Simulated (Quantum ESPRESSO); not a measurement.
Ge: single point with PBEsol

The system is Ge.

```
Ge
1.0
    -2.49590    2.65086    1.43695
     2.49590   -2.65086    1.43695
     2.49590    2.65086   -1.43695
Ge
2
Direct
  0.31406 0.06406 0.25000
  0.68594 0.93594 0.75000
```

This isn't the form of Ge at room conditions, which is diamond.

```
Program             : Quantum ESPRESSO 7.5
Task                : single point
Functional          : PBEsol
Potentials or basis : PseudoDojo 0.4.1 SR PBEsol standard
Cutoff              : 1061 eV
Density cutoff      : 4245 eV
k mesh              : 8 × 8 × 8
Occupations         : fermi-dirac, width 0.05 eV
Spin                : no spin polarisation
```

```yaml
Band_gap_on_the_k_mesh_mean-field_level: none (metal or under the smearing width)
```

Levels at points of the mesh, in eV from the Fermi level:
```csv
k point,band 11,band 12,band 13,band 14,band 15,band 16,band 17,band 18
"(0.00, 0.00, 0.00)",-13.06,-3.78,-2.29,-1.85,3.47,7.00,7.22,7.94
"(0.00, 0.00, -0.50)",-10.31,-10.31,0.70,0.70,2.32,2.32,6.80,6.80
"(0.00, -0.50, 0.00)",-8.14,-5.85,-3.41,-2.19,-1.73,3.15,4.07,6.61
"(0.00, -0.50, -0.50)",-7.99,-6.92,-1.90,-1.50,-0.72,1.53,3.24,4.34
"(-0.50, -0.50, -0.50)",-9.04,-8.17,-5.80,-5.54,4.45,6.89,10.75,11.31
"(-0.50, 1.00, 0.00)",-7.99,-6.92,-1.90,-1.50,-0.72,1.53,3.24,4.34
```

It took 12 min on 1 thread of Arm Neoverse V1, with other jobs on the host, peak memory 0.51 GiB.
